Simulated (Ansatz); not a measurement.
**CuTe: starts and ends of a spin-polarised SCF**

Aim: see which self-consistent states CuTe reaches from different starts at one fixed geometry, and which of them is lowest. System: CuTe, the deposited crystal structure (space group Pmmn); the cell holds 4 atoms. Source: COD entry 1526237; the sample's temperature and pressure aren't taken into account.

Method: DFT r2SCAN, PAW, plane waves, scalar-relativistic, in Ansatz 0.2.0.

## Step 1: The starting structure

It takes space group Pmmn (No. 59, orthorhombic). Conventional cell: a = 3.155 Å, b = 4.092 Å, c = 6.956 Å, α = 90.00°, β = 90.00°, γ = 90.00°. Around Cu (site symmetry mm2) lie 4 Te at 2.60 to 2.76 Å and 4 Cu at 2.67 Å. Te (site symmetry mm2) has 4 Cu at 2.60 to 2.76 Å as nearest neighbours.

As a file:

```
Cu Te
1.0
     3.15500    0.00000    0.00000
     0.00000    4.09200    0.00000
     0.00000    0.00000    6.95600
Cu Te
2 2
Direct
  0.00000 0.50000 0.45270
  0.50000 0.00000 0.54730
  0.00000 0.00000 0.22130
  0.50000 0.50000 0.77870
```

Atoms are counted from 1 in the order of input.yaml (Te4 and so on).

The first starts: parallel moments, plain SCF; opposed moments +-, plain SCF; no spin polarisation; spin on, no moments given (the program may seed its own), plain SCF. Further starts follow from what these give.

A plain SCF has the search for lower states switched off and ends at the first converged state. Ends within 0.2 meV/atom and 0.1 μB count as one state.

The total moment includes the space between the atomic spheres.

## Step 2: Parallel moments, plain SCF

input.yaml

```yaml
crystal:
  lattice:
    - [3.155, 0.0, 0.0]
    - [0.0, 4.092, 0.0]
    - [0.0, 0.0, 6.956]
  atoms:
    - { symbol: Cu, position: [0.0, 0.5, 0.4527], spin: 1.0 }
    - { symbol: Cu, position: [0.5, 0.0, 0.5473], spin: 1.0 }
    - { symbol: Te, position: [0.0, 0.0, 0.2213] }
    - { symbol: Te, position: [0.5, 0.5, 0.7787] }
magnetization:
  spin_polarized: true
hamiltonian:
  xc: r2scan
  pseudopotentials: { kind: paw }
basis:
  ecutwfc: 500
kpoints:
  mp_grid: { grid: [7, 5, 3] }
scf:
  occupations: { method: fermi_dirac, width: 0.1 }
  lower_state_search: "off"
output:
  forces: true
  stress: true
```

On the command line:

```bash
ansatz run input.yaml --threads 2 --pin off --max-ram 5120MiB --backend cpu --events-out ev --progress --plain --runs-dir out
```

Standard output, cut to the lines that bear on the results:

```text
[...]
Pseudopotentials: kind: paw
Pseudopotential: Cu, paw, valence charge 19, recommended cutoff 500 eV (meta_gga), Cu.paw.azcp
Pseudopotential: Te, paw, valence charge 16, recommended cutoff 500 eV (meta_gga), Te.paw.azcp
Functional definition: r2SCAN
[...]
Crystal: 4 atoms, lattice volume = 89.804 Å³
Basis set: ecut = 500 eV, 2297 PW (Γ), exchange–correlation on 96×120×216 points (64 copies of the dense FFT grid, shifted against one another)
Bands: 44, of which v1, the nominal top of the filled ones, is band 35 counted from 1 (34 counted from 0)
Symmetry: 8 space group operations
Space group: Pmmn (ITA 59), of the structure as read, at distance tolerance 4.5e-5 Å
Magnetic group: BNS 59.405 (UNI 503), of the structure as read, at distance tolerance 4.5e-5 Å
k-points: 24 of 105
[...]
Starting moments: Σ|m| = 2 μB on 2 of 4 sites
[...]
SCF iter   1: F=-27247.042224 eV  HF=-27252.728418 eV  |F-HF|=5.69e0  |Δ(HF+E_count)|=         —  Δρ=9.89e-2 (↑9.89e-2 ↓1.50e-2)  dr2=7.03e0  dr2_τ=2.41e-2  dr2_m=1.97e0  M=0.466 μB ∫|m|=0.713 μB  β_m=0.30  ethr=3.10e-3  ⟨swp⟩=8.8  Hψ=9480  notcnv=0  defer=9
[...]
spin=Collinear: Kerker preconditioning applied to the charge; magnetization (m = ρ↑ − ρ↓) channel mixes plain (no charge-response kernel on spin).
[...]
spin-set hold released at iteration 6 (site moments contracting): the magnetisation degrees of freedom join the quasi-Newton model from the next iteration; the mixer history was flushed
[...]
SCF iter  21: F=-27252.425812 eV  HF=-27252.425812 eV  |F-HF|=1.49e-10  |Δ(HF+E_count)|=   4.92e-9  Δρ=2.79e-7 (↑2.79e-7 ↓2.47e-7)  dr2=1.45e-10  dr2_τ=5.73e-13  dr2_m=1.68e-11  M=0.000 μB ∫|m|=0.000 μB  ethr=3.89e-12  ⟨swp⟩=1.1  Hψ=5812  notcnv=0
WARN: the starting moments were not kept: the SCF closed with an absolute magnetisation of 1.0e-5 μB, where they sum to 2 μB in size (2 sites). That is at most 0.1 of that sum. Measured as dr2_m measures the in/out step, that magnetisation stands 6.1e-12 eV from none, at or under the [...]
this state was not tested for a lower state beside it, because the mixer in use, unlike msr1, does not test its closes by its own steps (another_mixer; see scf.mixing.algorithm and scf.lower_state_search)
SCF converged after 21 iterations
Magnetization: 0.0000 μB (35.0000 up, 35.0000 down)
Absolute magnetization: 0.0000 μB (∫|ρ↑−ρ↓|, with the PAW one-centre terms)
Spin contamination: 0.0000 ħ² per cell (⟨S²⟩ above its minimum at these occupations)
Per-site moments (μB) at R_I (Å): [(-6.408604291909571e-7, 1.07384671215002), (-6.408604289884668e-7, 1.07384671215002), (1.583725618397308e-6, 1.07384671215002), (1.5837256181838667e-6, 1.07384671215002)]
Free energy (F): -27252.425812 eV
[...]
E sigma→0 (E₀):  -27252.407424 eV
Entropy (-TS):   -0.036775 eV (-9.194 meV/atom)
Fermi energy:    11.007734 eV
[...]
--- Forces (eV/Å), atoms counted from 1 ---
  atom   1  Cu     0.00000000     0.00000000     0.11332880
  atom   2  Cu    -0.00000000     0.00000000    -0.11332880
  atom   3  Te     0.00000000     0.00000000     0.29255880
  atom   4  Te    -0.00000000     0.00000000    -0.29255880
[...]
--- Stress (GPa, compression-positive) ---
       -0.855599       0.000000      -0.000000
        0.000000      -0.771986       0.000000
       -0.000000       0.000000       0.066334
  P = ⅓ Tr σ = -0.5204 GPa (-5.204 kbar)
```

Wall time 44 s (2 threads of Intel Xeon at 2.70GHz, shared host); peak memory 0.67 GiB.

Result: non-magnetic, no gap on the k-mesh.

## Step 3: Opposed moments +-, plain SCF

input.yaml, as its differences from that of step 2:

```diff
@@ -7,3 +7,3 @@
     - { symbol: Cu, position: [0.0, 0.5, 0.4527], spin: 1.0 }
-    - { symbol: Cu, position: [0.5, 0.0, 0.5473], spin: 1.0 }
+    - { symbol: Cu, position: [0.5, 0.0, 0.5473], spin: -1.0 }
     - { symbol: Te, position: [0.0, 0.0, 0.2213] }
```

On the command line:

```bash
ansatz run input.yaml --threads 2 --pin off --max-ram 5120MiB --backend cpu --events-out ev --progress --plain --runs-dir out
```

Standard output, cut to the lines that bear on the results:

```text
[... 13 lines as in an earlier run ...]
Symmetry: 4 space group operations
Space group: Pmm2 (ITA 25), of the structure as read, at distance tolerance 4.5e-5 Å
Magnetic group: BNS 59.408 (UNI 506), of the structure as read, at distance tolerance 4.5e-5 Å
k-points: 24 of 105 (time reversal used)
[... 8 lines as in an earlier run ...]
Starting moments: Σ|m| = 2 μB on 2 of 4 sites
Starting magnetic order: antiferromagnet; an inversion exchanges its spin sublattices: spin-degenerate at every k-point
[... 2 lines as in an earlier run ...]
SCF iter   1: F=-27247.234442 eV  HF=-27252.725786 eV  |F-HF|=5.49e0  |Δ(HF+E_count)|=         —  Δρ=7.13e-2 (↑7.13e-2 ↓7.13e-2)  dr2=6.82e0  dr2_τ=2.41e-2  dr2_m=2.08e0  M=0.000 μB ∫|m|=0.605 μB  β_m=0.30  ethr=3.10e-3  ⟨swp⟩=7.3  Hψ=8944  notcnv=0  defer=66
[...]
[... 1 line as in an earlier run ...]
[...]
SCF iter  21: F=-27252.425812 eV  HF=-27252.425812 eV  |F-HF|=2.18e-10  |Δ(HF+E_count)|=   1.60e-9  Δρ=7.12e-7 (↑7.12e-7 ↓7.11e-7)  dr2=1.05e-9  dr2_τ=2.31e-12  dr2_m=5.42e-11  M=0.000 μB ∫|m|=0.000 μB  ethr=1.33e-11  ⟨swp⟩=1.9  Hψ=5172  notcnv=0
WARN: the starting moments were not kept: the SCF closed with an absolute magnetisation of 1.7e-5 μB, where they sum to 2 μB in size (2 sites). That is at most 0.1 of that sum. Measured as dr2_m measures the in/out step, that magnetisation stands 3.2e-11 eV from none, at or under the [...]
[... 1 line as in an earlier run ...]
SCF converged after 21 iterations
Magnetization: 0.0000 μB (35.0000 up, 35.0000 down)
Absolute magnetization: 0.0000 μB (∫|ρ↑−ρ↓|, with the PAW one-centre terms)
Spin contamination: 0.0000 ħ² per cell (⟨S²⟩ above its minimum at these occupations)
Per-site moments (μB) at R_I (Å): [(-6.70781739686226e-7, 1.07384671215002), (6.679551748409872e-7, 1.07384671215002), (3.4157941002554476e-7, 1.07384671215002), (-3.397468937564653e-7, 1.07384671215002)]
Free energy (F): -27252.425812 eV
[...]
E sigma→0 (E₀):  -27252.407424 eV
Entropy (-TS):   -0.036775 eV (-9.194 meV/atom)
Fermi energy:    11.007735 eV
[... 28 lines left out: energy terms, forces, stress ...]
```

Run time: 68 s. Hardware: 2 threads of Intel Xeon at 2.70GHz, shared host; peak memory 0.62 GiB.

This is the state of step 2 again (non-magnetic), after 21 iterations.

## Step 4: No spin polarisation

input.yaml

```yaml
crystal:
  lattice:
    - [3.155, 0.0, 0.0]
    - [0.0, 4.092, 0.0]
    - [0.0, 0.0, 6.956]
  atoms:
    - { symbol: Cu, position: [0.0, 0.5, 0.4527] }
    - { symbol: Cu, position: [0.5, 0.0, 0.5473] }
    - { symbol: Te, position: [0.0, 0.0, 0.2213] }
    - { symbol: Te, position: [0.5, 0.5, 0.7787] }
hamiltonian:
  xc: r2scan
  pseudopotentials: { kind: paw }
basis:
  ecutwfc: 500
kpoints:
  mp_grid: { grid: [7, 5, 3] }
scf:
  occupations: { method: fermi_dirac, width: 0.1 }
  lower_state_search: "off"
output:
  forces: true
  stress: true
  write_density: true
  write_potential: true
  elf: true
  volumetric_format: npy
```

On the command line:

```bash
ansatz run input.yaml --threads 2 --pin off --max-ram 5120MiB --backend cpu --events-out ev --progress --plain --runs-dir out
```

Standard output, cut to the lines that bear on the results:

```text
[... 12 lines as in an earlier run ...]
Bands: 42, of which v1, the nominal top of the filled ones, is band 35 counted from 1 (34 counted from 0)
[... 10 lines as in an earlier run ...]
[...]
[... 2 lines as in an earlier run ...]
SCF iter   1: F=-27252.141115 eV  HF=-27252.471333 eV  |F-HF|=3.30e-1  |Δ(HF+E_count)|=         —  Δρ=2.64e-2  dr2=3.86e-1  dr2_τ=3.60e-3  ethr=1.77e-3  ⟨swp⟩=7.0  Hψ=4213  notcnv=0  defer=9
[...]
SCF iter   8: F=-27252.425812 eV  HF=-27252.425812 eV  |F-HF|=2.09e-9  |Δ(HF+E_count)|=   1.80e-7  Δρ=2.85e-6  dr2=4.91e-9  dr2_τ=1.20e-10  ethr=1.43e-10  ⟨swp⟩=13.6  Hψ=7111  notcnv=0
[...]
SCF converged after 8 iterations
Free energy (F): -27252.425812 eV
[...]
E sigma→0 (E₀):  -27252.407424 eV
Entropy (-TS):   -0.036775 eV (-9.194 meV/atom)
Fermi energy:    11.007747 eV
[... 33 lines left out: energy terms, forces, stress, bands ...]
```

Wall time 13 s (2 threads of Intel Xeon at 2.70GHz, shared host); peak memory 0.6 GiB.

Nothing new: the 8 iterations lead to the state found in step 2 (non-magnetic).

## Step 5: Spin on, no moments given (the program may seed its own), plain SCF

input.yaml, as its differences from that of step 4:

```diff
@@ -27 +27,3 @@
   volumetric_format: npy
+magnetization:
+  spin_polarized: true
```

On the command line:

```bash
ansatz run input.yaml --threads 2 --pin off --max-ram 5120MiB --backend cpu --events-out ev --progress --plain --runs-dir out
```

Standard output, cut to the lines that bear on the results:

```text
[... 23 lines as in an earlier run ...]
[...]
[... 2 lines as in an earlier run ...]
[...]
SCF iter   1: F=-27251.503326 eV  HF=-27252.704686 eV  |F-HF|=1.20e0  |Δ(HF+E_count)|=         —  Δρ=1.88e-2 (↑1.88e-2 ↓1.88e-2)  dr2=1.91e0  dr2_τ=1.86e-3  dr2_m=0.00e0  M=0.000 μB ∫|m|=0.000 μB  β_m=0.30  ethr=2.70e-3  ⟨swp⟩=1.2  Hψ=5449  notcnv=0
[...]
[... 1 line as in an earlier run ...]
[...]
SCF iter  15: F=-27252.425812 eV  HF=-27252.425812 eV  |F-HF|=2.48e-9  |Δ(HF+E_count)|=   6.33e-9  Δρ=2.03e-6 (↑2.03e-6 ↓2.03e-6)  dr2=9.77e-9  dr2_τ=3.81e-11  dr2_m=0.00e0  M=0.000 μB ∫|m|=0.000 μB  ethr=1.43e-10  ⟨swp⟩=11.9  Hψ=7015  notcnv=0
[...]
SCF converged after 15 iterations
Magnetization: 0.0000 μB (35.0000 up, 35.0000 down)
Absolute magnetization: 0.0000 μB (∫|ρ↑−ρ↓|)
Spin contamination: 0.0000 ħ² per cell (⟨S²⟩ above its minimum at these occupations)
Per-site moments (μB) at R_I (Å): [(0.0, 1.07384671215002), (0.0, 1.07384671215002), (0.0, 1.07384671215002), (0.0, 1.07384671215002)]
Free energy (F): -27252.425812 eV
[...]
E sigma→0 (E₀):  -27252.407425 eV
Entropy (-TS):   -0.036774 eV (-9.194 meV/atom)
Fermi energy:    11.007737 eV
[... 33 lines left out: energy terms, forces, stress, bands ...]
```

It took 24 s on 2 threads of Intel Xeon at 2.70GHz, shared host; peak memory 0.67 GiB.

Nothing new: the 15 iterations lead to the state found in step 2 (non-magnetic).

## Step 6: Parallel moments scaled by 1.5, plain SCF

input.yaml

```yaml
crystal:
  lattice:
    - [3.155, 0.0, 0.0]
    - [0.0, 4.092, 0.0]
    - [0.0, 0.0, 6.956]
  atoms:
    - { symbol: Cu, position: [0.0, 0.5, 0.4527], spin: 1.5 }
    - { symbol: Cu, position: [0.5, 0.0, 0.5473], spin: 1.5 }
    - { symbol: Te, position: [0.0, 0.0, 0.2213] }
    - { symbol: Te, position: [0.5, 0.5, 0.7787] }
magnetization:
  spin_polarized: true
hamiltonian:
  xc: r2scan
  pseudopotentials: { kind: paw }
basis:
  ecutwfc: 500
kpoints:
  mp_grid: { grid: [7, 5, 3] }
scf:
  occupations: { method: fermi_dirac, width: 0.1 }
  lower_state_search: "off"
output:
  forces: true
  stress: true
```

On the command line:

```bash
ansatz run input.yaml --threads 2 --pin off --max-ram 5120MiB --backend cpu --events-out ev --progress --plain --runs-dir out
```

Standard output, cut to the lines that bear on the results:

```text
[... 25 lines as in an earlier run ...]
Starting moments: Σ|m| = 3 μB on 2 of 4 sites
[... 2 lines as in an earlier run ...]
SCF iter   1: F=-27245.654872 eV  HF=-27252.206336 eV  |F-HF|=6.55e0  |Δ(HF+E_count)|=         —  Δρ=1.27e-1 (↑1.27e-1 ↓2.58e-2)  dr2=8.39e0  dr2_τ=4.82e-2  dr2_m=4.44e0  M=0.684 μB ∫|m|=1.066 μB  β_m=0.30  ethr=3.10e-3  ⟨swp⟩=8.9  Hψ=9455  notcnv=0  defer=6
[...]
[... 1 line as in an earlier run ...]
[...]
spin-set hold released at iteration 6 (site moments contracting): the magnetisation degrees of freedom join the quasi-Newton model from the next iteration; the mixer history was flushed
[...]
SCF iter  22: F=-27252.425812 eV  HF=-27252.425812 eV  |F-HF|=6.55e-11  |Δ(HF+E_count)|=  7.57e-10  Δρ=3.40e-7 (↑3.40e-7 ↓3.34e-7)  dr2=2.14e-10  dr2_τ=9.26e-13  dr2_m=4.23e-11  M=0.000 μB ∫|m|=0.000 μB  ethr=1.33e-12  ⟨swp⟩=1.0  Hψ=5948  notcnv=0
WARN: the starting moments were not kept: the SCF closed with an absolute magnetisation of 2.1e-5 μB, where they sum to 3 μB in size (2 sites). That is at most 0.1 of that sum. Measured as dr2_m measures the in/out step, that magnetisation stands 6.7e-11 eV from none, at or under the [...]
[... 1 line as in an earlier run ...]
SCF converged after 22 iterations
Magnetization: 0.0000 μB (35.0000 up, 35.0000 down)
Absolute magnetization: 0.0000 μB (∫|ρ↑−ρ↓|, with the PAW one-centre terms)
Spin contamination: 0.0000 ħ² per cell (⟨S²⟩ above its minimum at these occupations)
Per-site moments (μB) at R_I (Å): [(5.90611553958066e-7, 1.07384671215002), (5.906115538452273e-7, 1.07384671215002), (2.3028366304013398e-6, 1.07384671215002), (2.302836630050936e-6, 1.07384671215002)]
Free energy (F): -27252.425812 eV
[...]
E sigma→0 (E₀):  -27252.407424 eV
Entropy (-TS):   -0.036775 eV (-9.194 meV/atom)
Fermi energy:    11.007731 eV
[... 28 lines left out: energy terms, forces, stress ...]
```

Wall time 43 s (2 threads of Intel Xeon at 2.70GHz, shared host); peak memory 0.68 GiB.

This is the state of step 2 again (non-magnetic), after 22 iterations.

## Step 7: Comparing the starts

```
step  iterations  state  moments of Cu1 Cu2 (μB)  total (μB)  gap (eV)  pressure (GPa)  above lowest (meV/atom)
   2          21      1                0.00 0.00        0.00      none            -0.5                      0.0
   3          21      1                0.00 0.00        0.00      none            -0.5                      0.0
   4           8      1                0.00 0.00        0.00      none            -0.5                      0.0
   5          15      1                0.00 0.00        0.00      none            -0.5                      0.0
   6          22      1                0.00 0.00        0.00      none            -0.5                      0.0
```

States are numbered from the lowest. Starts by step: 2 parallel moments, plain SCF; 3 opposed moments +-, plain SCF; 4 no spin polarisation; 5 spin on, no moments given (the program may seed its own), plain SCF; 6 parallel moments scaled by 1.5, plain SCF.

The 5 runs of this session took 3.2 min in all, from 13 s to 68 s each.

Decimal logarithm of the largest residual (eV) by iteration, counted through all cycles of a run:

```
iteration  step 2  step 3  step 4  step 5  step 6
        1     0.8     0.8    -0.4     0.3     0.9
        2     0.3     0.3     0.0     0.1     0.6
        3     0.0     0.0    -1.1     0.0     0.4
        4    -0.2    -0.2    -3.3    -0.2     0.1
        5    -0.4    -0.4    -4.4    -0.3    -0.1
        7    -1.0    -0.9    -7.0    -1.2    -0.6
        9    -2.6    -2.6       -    -2.7    -2.6
       11    -2.6    -2.8       -    -3.4    -2.7
       12    -3.0    -4.2       -    -3.9    -3.0
       14    -4.3    -3.9       -    -6.3    -4.2
       16    -6.6    -7.0       -       -    -6.0
       18    -7.9    -7.9       -       -    -6.7
       20    -8.6    -8.0       -       -    -9.0
       22       -       -       -       -    -9.7
```

## Step 8: Summary of results

```
         quantity                    value
  distinct states  1 from 5 converged runs
     lowest state             non-magnetic
     total moment         0.00 μB per cell
gap on the k-mesh                     none
         pressure                 -0.5 GPa
    largest force               0.293 eV/Å
```

Distinct end states: 1, from 5 converged runs. Spin polarisation gains nothing here: every starting moment dies out. A lower state than any found can't be excluded.
